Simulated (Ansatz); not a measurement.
**NbPd4 under changes of volume**

One of the cells (16.005 Å³/atom); the others are scaled copies at fixed shape and fractional positions:

```
Pd Nb
1.0
     1.41760    0.81845   11.49527
    -1.41760    0.81845   11.49527
     0.00000   -1.63690   11.49527
Pd Nb
4 1
Direct
  0.60062 0.60062 0.60062
  0.19992 0.19992 0.19992
  0.80008 0.80008 0.80008
  0.39938 0.39938 0.39938
  0.00000 0.00000 0.00000
```

The cell comes from a database or a generator and needn't be the stable form of this composition.

* Program: Ansatz 0.2.0
* Functional: PBE
* Potentials or basis: Ansatz PAW
* Cutoff: 420 eV (not typed: the program's choice for these potentials)
* k mesh: 11 × 11 × 11
* Occupations: fermi-dirac, width 0.05 eV
* Spin: no spin polarisation

| volume (Å³/atom) | energy over the lowest point (meV/atom) | pressure (GPa) | largest force (eV/Å) |
| --- | --- | --- | --- |
| 15.044 | 21.78 | 9.8 | 0.127 |
| 15.364 | 6.76 | 5.4 | 0.054 |
| 15.685 | 0.00 | 1.5 | 0.023 |
| 16.005 | 0.55 | -1.9 | 0.081 |
| 16.325 | 7.55 | -4.9 | 0.143 |
| 16.645 | 20.25 | -7.6 | 0.201 |
| 16.965 | ? | ? | ? |

Question: What does the run at 16.965 Å³/atom give?

Answer: Energy over the lowest point 38.00 meV/atom; pressure -10.0 GPa; largest force 0.257 eV/Å.

Worked out: A Birch-Murnaghan fit of order 3 (a polynomial in V^(-2/3)) to the other rows has its minimum at 15.82 Å³/atom with B0 = V·E''(V) = 171 GPa and B' = 5.1 at fixed shape and positions, which overstates the stiffness. It gives 37.98 meV/atom at 16.965 Å³/atom, against the run's 38.00, and -dE/dV = -10.0 GPa, against -10.0.

Energies are extrapolated to zero smearing.
